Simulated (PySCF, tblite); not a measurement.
# C₄H₁₄OSi₃: geometry, infrared bands, NMR shifts, electronic excitations and core binding energies, part 2 of 3

tblite 0.8.0 and PySCF 2.14.0. Atoms count from 0. Earlier steps stand in the parts before.

## (5) Nuclear shieldings: PBE0/pcSseg-1

The job: settings as JSON, then the geometry in Å.

```
{"job": {"kind": "nmr", "xc": "PBE0", "basis": "pcSseg-1"}, "charge": 0, "multiplicity": 1}
Si     3.087441     0.927306    -1.073076
Si     2.159115    -1.226333    -1.240716
O      1.420356    -1.662821     0.182907
Si     0.327868    -1.070095     1.292766
C     -1.280187    -0.616918     0.451221
C     -2.365502     0.130686     1.270402
C     -2.631601     1.023221     0.044097
C     -1.276182     0.581184    -0.536737
H      4.083359     0.988111     0.041161
H      2.019799     1.942215    -0.808138
H      3.774885     1.286257    -2.353505
H      1.171942    -1.249844    -2.367847
H      3.228679    -2.223902    -1.539607
H      0.139195    -2.113946     2.341982
H      0.893710     0.168580     1.921548
H     -1.711211    -1.509185    -0.033953
H     -3.200674    -0.466641     1.665294
H     -1.932882     0.705493     2.106577
H     -2.791368     2.098651     0.215669
H     -3.470429     0.640052    -0.557259
H     -0.477438     1.306372    -0.306802
H     -1.225502     0.349106    -1.611222
```

Method: GIAO PBE0/pcSseg-1 NMR shielding, non-relativistic, gas phase.

The log of the run:

```text
coarse grid: 18984 points
cycle   1  E = -1103.7129060311  dE =  5.021e-01  |g| = 7.903e-01  |ddm| = 4.150e+00
cycle   2  E = -1103.4731103292  dE =  2.398e-01  |g| = 1.354e+00  |ddm| = 1.871e+00
cycle   3  E = -1103.8295245041  dE = -3.564e-01  |g| = 1.239e-01  |ddm| = 1.407e+00
cycle   4  E = -1103.8320705164  dE = -2.546e-03  |g| = 6.394e-02  |ddm| = 1.689e-01
cycle   5  E = -1103.8330622073  dE = -9.917e-04  |g| = 9.117e-03  |ddm| = 6.137e-02
cycle   6  E = -1103.8330796866  dE = -1.748e-05  |g| = 1.770e-03  |ddm| = 1.240e-02
cycle   7  E = -1103.8330804437  dE = -7.572e-07  |g| = 6.066e-04  |ddm| = 2.793e-03
final grid: 167032 points
cycle   8  E = -1103.8902361137  dE = -2.675e-05  |g| = 9.858e-03  |ddm| = 2.874e-02
cycle   9  E = -1103.8902087291  dE =  2.738e-05  |g| = 1.520e-02  |ddm| = 1.982e-02
cycle  10  E = -1103.8902567779  dE = -4.805e-05  |g| = 1.274e-03  |ddm| = 1.248e-02
cycle  11  E = -1103.8902570986  dE = -3.207e-07  |g| = 2.989e-04  |ddm| = 1.262e-03
cycle  12  E = -1103.8902571167  dE = -1.809e-08  |g| = 4.386e-05  |ddm| = 2.743e-04
cycle  13  E = -1103.8902571170  dE = -3.565e-10  |g| = 1.918e-05  |ddm| = 5.727e-05
converged SCF energy = -1103.8902571170

GIAO shielding tensors (ppm)
atom      isotropic    diamagn.    paramagn.     s11        s22        s33       span
  0 Si     461.294     881.093    -419.799    457.363    460.898    465.621      8.259
  1 Si     374.890     879.143    -504.253    306.767    347.971    469.934    163.167
  2 O      320.455     401.290     -80.836    241.263    339.158    380.944    139.681
  3 Si     360.805     880.441    -519.636    320.245    351.212    410.958     90.713
  4 C      161.956     254.915     -92.959    139.370    166.600    179.897     40.527
  5 C      162.207     252.083     -89.877    144.370    165.282    176.968     32.598
  6 C      158.603     252.512     -93.909    141.731    161.755    172.323     30.591
  7 C      156.756     247.259     -90.503    142.463    154.264    173.540     31.077
  8 H       27.579      28.985      -1.406     24.671     25.469     32.597      7.926
  9 H       27.548      30.964      -3.416     23.861     27.123     31.660      7.799
 10 H       28.003      28.551      -0.547     25.055     25.334     33.622      8.567
 11 H       25.877      30.609      -4.732     22.677     25.048     29.907      7.230
 12 H       25.857      27.519      -1.662     22.171     24.415     30.985      8.815
 13 H       26.440      29.009      -2.569     22.750     24.958     31.614      8.864
 14 H       26.523      31.533      -5.010     23.628     26.212     29.729      6.102
 15 H       29.159      33.336      -4.176     26.518     28.566     32.394      5.876
 16 H       29.572      29.774      -0.202     25.897     26.093     36.727     10.830
 17 H       29.497      31.314      -1.817     26.573     28.332     33.587      7.014
 18 H       29.340      29.747      -0.406     25.517     26.095     36.409     10.892
 19 H       28.933      30.415      -1.482     26.139     26.726     33.935      7.796
 20 H       29.068      33.743      -4.675     25.365     28.328     33.510      8.145
 21 H       29.230      32.755      -3.525     25.354     27.675     34.660      9.306
```

It took 1.7 min on 1 thread of Arm Neoverse N1, shared host; peak memory 1.1 GiB.

The references, computed at this level on geometries of the same kind, shield at (ppm): 1H TMS 31.27, 13C TMS 184.4, 29Si TMS 352.0, 17O H2O 334.6. Their shielding less the atom's gives the shift. The references are single molecules in the gas phase, so shifts against H2O, NH3, PH3, H3PO4 or CFCl3 are not on the usual liquid scales and can be off by tens of ppm. Atoms listed in one row are averaged.

| atoms | environment | σ (ppm) | δ (ppm) | δ scaled to CDCl3 |
| --- | --- | --- | --- | --- |
| C6 | sp3 CH2 in a ring | 158.6 | 25.8 | 24.6 |
| C5, C7 | sp3 CH2 in a ring | 159.5 | 24.9 | 23.7 |
| C4 | sp3 CH bonded to Si | 162.0 | 22.5 | 21.3 |
| H11, H12 | hydrogen on a silicon bonded to O, Si | 25.87 | 5.40 | – |
| H13, H14 | hydrogen on a silicon bonded to C, O | 26.48 | 4.79 | – |
| H8, H9, H10 | hydrogen on a silicon bonded to Si | 27.71 | 3.56 | – |
| H19 | hydrogen on an sp3 CH2 in a ring | 28.93 | 2.33 | 2.43 |
| H15 | hydrogen on an sp3 CH bonded to Si | 29.16 | 2.11 | 2.21 |
| H17, H20 | hydrogen on an sp3 CH2 in a ring | 29.28 | 1.98 | 2.10 |
| H18 | hydrogen on an sp3 CH2 in a ring | 29.34 | 1.93 | 2.04 |
| H16, H21 | hydrogen on an sp3 CH2 in a ring | 29.40 | 1.87 | 1.98 |
| Si3 | silicon bonded to C, O, 2 H | 360.8 | -8.8 | – |
| Si1 | silicon bonded to O, Si, 2 H | 374.9 | -22.9 | – |
| Si0 | silicon bonded to Si, 3 H | 461.3 | -109.3 | – |
| O2 | oxygen bonded to 2 Si | 320.5 | 14.1 | – |

The scaled column applies a straight-line fit of computed shieldings to shifts measured in CDCl3 (root-mean-square error 0.21 ppm for H, 2.0 ppm for C).

The run also stored atomic charges by several schemes (e):

| atoms | Mulliken | IAO | Hirshfeld | ESP fit |
| --- | --- | --- | --- | --- |
| Si0 | 0.12 | 0.23 | 0.20 | 0.12 |
| Si1 | 0.60 | 0.72 | 0.32 | 0.42 |
| O2 | -0.77 | -0.86 | -0.31 | -0.39 |
| Si3 | 0.92 | 0.98 | 0.39 | 0.36 |
| C4 | -0.58 | -0.42 | -0.12 | -0.07 |
| C5, C7 | -0.20 | -0.25 | -0.07 | -0.12 |
| C6 | -0.21 | -0.25 | -0.07 | -0.16 |

Mayer bond orders: Si0–Si1 0.91, Si1–O2 0.90, O2–Si3 0.89, Si3–C4 0.87, C4–C5 0.99, C5–C6 1.03, C6–C7 1.04, C7–C4 1.00.

Ring of atoms C4, C5, C6, C7: NICS(0) 0.1, NICS(1) -0.5, NICS(1)zz 5.2 ppm (means of both faces).

Orbitals, density, ELF and potential are computed afterwards from the orbital file.

Frontier orbitals at PBE0/pcSseg-1, with the share of their density that lies nearest to each atom:

| orbital | energy (eV) | lies on |
| --- | --- | --- |
| HOMO | -7.79 | C4 20 %; O2 17 %; Si3 8 % |
| LUMO | -0.33 | Si1 17 %; O2 15 %; Si0 10 % |

ELF in a plane through or near 8 of the atoms.

Values, 10 rows by 14 columns:
```
0.00 0.00 0.00 0.00 0.00 0.00 0.00 0.00 0.00 0.00 0.00 0.00 0.00 0.00
0.00 0.00 0.00 0.00 0.00 0.00 0.03 0.61 0.18 0.00 0.00 0.00 0.00 0.00
0.00 0.00 0.00 0.00 0.00 0.03 0.18 1.00 0.99 0.02 0.00 0.00 0.00 0.00
0.00 0.00 0.00 0.01 0.09 0.77 0.35 0.41 0.28 0.02 0.42 0.23 0.00 0.00
0.00 0.00 0.01 0.13 0.30 0.32 0.33 0.42 0.73 0.60 0.98 0.97 0.00 0.00
0.00 0.00 0.14 0.24 0.50 0.28 0.01 0.22 0.25 0.71 0.58 0.04 0.00 0.00
0.00 0.15 0.98 0.80 0.14 0.89 0.03 1.00 0.55 0.76 0.80 0.03 0.00 0.00
0.00 0.07 0.99 0.91 0.23 0.83 0.01 0.13 0.01 0.84 0.96 0.03 0.00 0.00
0.00 0.00 0.00 0.00 0.00 0.00 0.00 0.00 0.00 0.00 0.00 0.00 0.00 0.00
0.00 0.00 0.00 0.00 0.00 0.00 0.00 0.00 0.00 0.00 0.00 0.00 0.00 0.00
```
The map spans 13.7 Å across and 11.4 Å up, centred on the molecule. Atoms in the plane (x, y in Å): Si0 (-3.2, -0.9), Si3 (0.0, 1.7), C5 (2.7, 0.3), H10 (-4.2, -1.8), H13 (0.5, 3.1), H16 (3.5, 0.9), H18 (2.9, -1.9), H20 (0.4, -1.3).

On the surface of density 0.002 e/bohr³ the electrostatic potential runs, from the 1st to the 99th percentile, from -0.84 V near O2 to 0.98 V near H12.

## (6) Ultraviolet spectrum: wB97X-D/def2-SVPD

Same as in step 5 but for these lines:

```diff
@@ -1,2 +1,2 @@
-{"job": {"kind": "nmr", "xc": "PBE0", "basis": "pcSseg-1"}, "charge": 0, "multiplicity": 1}
+{"job": {"kind": "uv", "xc": "wB97X-D", "basis": "def2-SVPD", "ip": true}, "charge": 0, "multiplicity": 1}
 Si     3.087441     0.927306    -1.073076
```

Level: TDDFT wB97X-D/def2-SVPD, vertical, gas phase, core orbitals frozen in the response.

The log of the run:

```text
coarse grid: 18984 points
cycle   1  E = -1103.8139826526  dE =  6.078e-01  |g| = 7.338e-01  |ddm| = 6.418e+00
cycle   2  E = -1103.7500457837  dE =  6.394e-02  |g| = 9.655e-01  |ddm| = 2.044e+00
cycle   3  E = -1103.9257114787  dE = -1.757e-01  |g| = 6.013e-02  |ddm| = 1.025e+00
cycle   4  E = -1103.9265617702  dE = -8.503e-04  |g| = 3.261e-02  |ddm| = 2.038e-01
cycle   5  E = -1103.9268400448  dE = -2.783e-04  |g| = 5.416e-03  |ddm| = 8.548e-02
cycle   6  E = -1103.9268497055  dE = -9.661e-06  |g| = 1.081e-03  |ddm| = 2.359e-02
final grid: 167032 points
cycle   7  E = -1104.0829286632  dE = -1.145e-04  |g| = 3.671e-03  |ddm| = 1.764e-01
cycle   8  E = -1104.0829316533  dE = -2.990e-06  |g| = 2.286e-03  |ddm| = 2.634e-02
cycle   9  E = -1104.0829328147  dE = -1.161e-06  |g| = 6.977e-04  |ddm| = 6.011e-03
cycle  10  E = -1104.0829329473  dE = -1.326e-07  |g| = 2.173e-04  |ddm| = 2.377e-03
cycle  11  E = -1104.0829329575  dE = -1.024e-08  |g| = 9.184e-05  |ddm| = 6.019e-04
cycle  12  E = -1104.0829329596  dE = -2.099e-09  |g| = 1.521e-05  |ddm| = 2.133e-04
cycle  13  E = -1104.0829329597  dE = -1.342e-10  |g| = 5.137e-06  |ddm| = 8.062e-05
converged SCF energy = -1104.0829329597

Static polarisability (au): isotropic 129.637, principal 118.136 128.033 142.743

Singlet excitations
state   eV       nm        f      main configurations
  1   6.3678    194.7   0.01062   H->L 0.60, H-1->L 0.33
  2   6.8544    180.9   0.00428   H-1->L 0.52, H->L 0.27
  3   7.2275    171.5   0.02814   H->L+2 0.24, H->L+3 0.22, H-1->L+3 0.18
  4   7.5678    163.8   0.00430   H->L+1 0.45, H-1->L+1 0.27
  5   7.6300    162.5   0.00223   H-4->L 0.29, H-3->L 0.19, H->L+4 0.10
  6   7.7829    159.3   0.14929   H-1->L+2 0.18, H->L+4 0.13, H-1->L+3 0.11
  7   7.8127    158.7   0.15162   H->L+2 0.20, H->L+3 0.16, H-1->L+1 0.10
  8   7.8569    157.8   0.01405   H-5->L 0.27, H-2->L 0.18, H-4->L 0.08
  9   7.9892    155.2   0.04665   H->L+6 0.18, H-1->L+6 0.12, H->L+5 0.10
 10   8.2041    151.1   0.01832   H-1->L+2 0.18, H-1->L+3 0.14, H->L+2 0.13

Triplet excitations (Tamm-Dancoff, eV): 5.7644 6.3432 6.6222 7.0719
Vertical ionisation energy (delta-SCF) = 9.6051 eV
```

It took 22 min on 1 thread of Arm Neoverse N1, shared host; peak memory 1.4 GiB.

The orbitals next to the gap, with their largest atomic shares:

| orbital | eV | atoms |
| --- | --- | --- |
| HOMO−3 | -10.79 | C4 14 %, C7 10 %, C5 10 % |
| HOMO−2 | -10.72 | C7 20 %, C5 18 %, C4 15 % |
| HOMO−1 | -9.68 | O2 14 %, Si0 14 %, Si1 14 % |
| HOMO | -9.58 | O2 18 %, C4 14 %, Si0 13 % |
| LUMO | 1.32 | Si1 25 %, Si0 18 %, O2 10 % |
| LUMO+1 | 1.99 | Si0 32 %, Si1 13 %, H9 8 % |
| LUMO+2 | 2.12 | Si0 32 %, Si1 19 %, H8 14 % |

With each of the 10 states as a Gaussian band of 0.4 eV half-width at 1/e, the curve within the window shown has maxima at 159 nm (ε 15,000) L/(mol cm). Beyond the last state computed it falls off for lack of states. The curve at chosen wavelengths:

nm, ε (L/mol/cm) and a bar:
```
      146       1370 ###
      149       3768 ########
      152       7814 ################
      154      10884 ######################
      157      14293 #############################
      160      14576 ##############################
      163      11883 ########################
      165       9350 ###################
      168       5852 ############
      171       3458 #######
      174       2091 ####
      176       1545 ###
      179       1030 ##
      182        735 #
      185        582 #
      187        535 #
      190        510 #
      193        498 #
      196        466 #
      198        428 #
      201        351 #
      204        264 
      207        183 
      209        137 
      212         83 
      215         47
```

Leading natural transition orbitals of singlet state 7: the hole lies on Si0, Si1 about 22 % each; O2 17 %; H11 10 %; the particle on 4 H atoms about 14 % each; H10 10 %; Si0, Si1 about 10 % each.

Leading natural transition orbitals of singlet state 1: the hole lies on Si0 23 %; O2 22 %; Si1 18 %; the particle on Si1 20 %; O2 14 %; H11, H12 about 12 % each.

Ground-state properties from the same run:

| property | computed |
| --- | --- |
| dipole moment (D) | 1.30 |
| polarisability (Å³) | 19.21 |
| HOMO–LUMO gap (eV) | 10.90 |
| −ε(HOMO) (eV) | 9.58 |

## (7) Nuclear shieldings: HF/pcSseg-1

Same as in step 6 but for these lines:

```diff
@@ -1,2 +1,2 @@
-{"job": {"kind": "uv", "xc": "wB97X-D", "basis": "def2-SVPD", "ip": true}, "charge": 0, "multiplicity": 1}
+{"job": {"kind": "nmr", "xc": "HF", "basis": "pcSseg-1", "pop": false}, "charge": 0, "multiplicity": 1}
 Si     3.087441     0.927306    -1.073076
```

With the program's defaults for keys left out, this is: GIAO HF/pcSseg-1 NMR shielding, non-relativistic, gas phase.

The log of the run:

```text
final grid: 167032 points
cycle   1  E = -1101.1057566249  dE =  9.273e-01  |g| = 6.754e-01  |ddm| = 4.035e+00
cycle   2  E = -1101.2104483882  dE = -1.047e-01  |g| = 3.995e-01  |ddm| = 8.217e-01
cycle   3  E = -1101.2404507553  dE = -3.000e-02  |g| = 9.264e-02  |ddm| = 3.190e-01
cycle   4  E = -1101.2431269015  dE = -2.676e-03  |g| = 1.209e-02  |ddm| = 1.339e-01
cycle   5  E = -1101.2431812071  dE = -5.431e-05  |g| = 3.141e-03  |ddm| = 2.280e-02
cycle   6  E = -1101.2431862213  dE = -5.014e-06  |g| = 1.091e-03  |ddm| = 7.591e-03
cycle   7  E = -1101.2431867393  dE = -5.180e-07  |g| = 3.071e-04  |ddm| = 2.265e-03
cycle   8  E = -1101.2431867980  dE = -5.865e-08  |g| = 7.333e-05  |ddm| = 9.276e-04
cycle   9  E = -1101.2431868018  dE = -3.780e-09  |g| = 2.078e-05  |ddm| = 2.415e-04
cycle  10  E = -1101.2431868020  dE = -2.537e-10  |g| = 7.277e-06  |ddm| = 5.078e-05
converged SCF energy = -1101.2431868020

GIAO shielding tensors (ppm)
atom      isotropic    diamagn.    paramagn.     s11        s22        s33       span
  0 Si     487.618     877.561    -389.942    484.284    486.694    491.877      7.593
  1 Si     422.684     875.454    -452.770    367.418    404.824    495.811    128.393
  2 O      337.891     404.165     -66.274    281.354    345.556    386.762    105.409
  3 Si     409.710     876.295    -466.586    376.839    401.696    450.594     73.755
  4 C      173.887     255.299     -81.411    154.170    176.970    190.523     36.353
  5 C      171.802     250.589     -78.787    156.088    174.895    184.423     28.334
  6 C      167.742     250.777     -83.035    151.597    171.734    179.895     28.299
  7 C      167.880     245.646     -77.766    155.031    166.513    182.096     27.065
  8 H       28.185      29.257      -1.072     25.168     26.074     33.313      8.144
  9 H       28.204      31.093      -2.890     24.411     27.789     32.410      7.999
 10 H       28.583      28.918      -0.335     25.578     25.824     34.347      8.769
 11 H       27.034      30.798      -3.763     23.793     26.292     31.017      7.225
 12 H       26.919      27.933      -1.015     23.243     25.244     32.270      9.027
 13 H       27.395      29.238      -1.843     23.510     25.752     32.922      9.412
 14 H       27.499      31.500      -4.001     24.535     27.023     30.939      6.403
 15 H       30.004      33.803      -3.799     26.868     29.025     34.118      7.250
 16 H       30.101      30.416      -0.315     26.162     26.325     37.815     11.652
 17 H       30.096      31.298      -1.202     26.826     28.704     34.759      7.934
 18 H       29.859      30.081      -0.222     25.791     26.332     37.455     11.664
 19 H       29.443      30.795      -1.351     26.430     26.876     35.024      8.594
 20 H       29.743      33.715      -3.972     25.781     28.756     34.692      8.911
 21 H       29.856      32.923      -3.067     25.650     27.995     35.922     10.272
```

Run time: 46 s. Hardware: 1 thread of Arm Neoverse N1, shared host; peak memory 1.2 GiB.

Key values: δ C6 23.1, C5 21.0, C4 17.0, Si3 -16.3, H11 4.71, H13 4.24 ppm (means over like atoms).

[end of part 2 of 3]
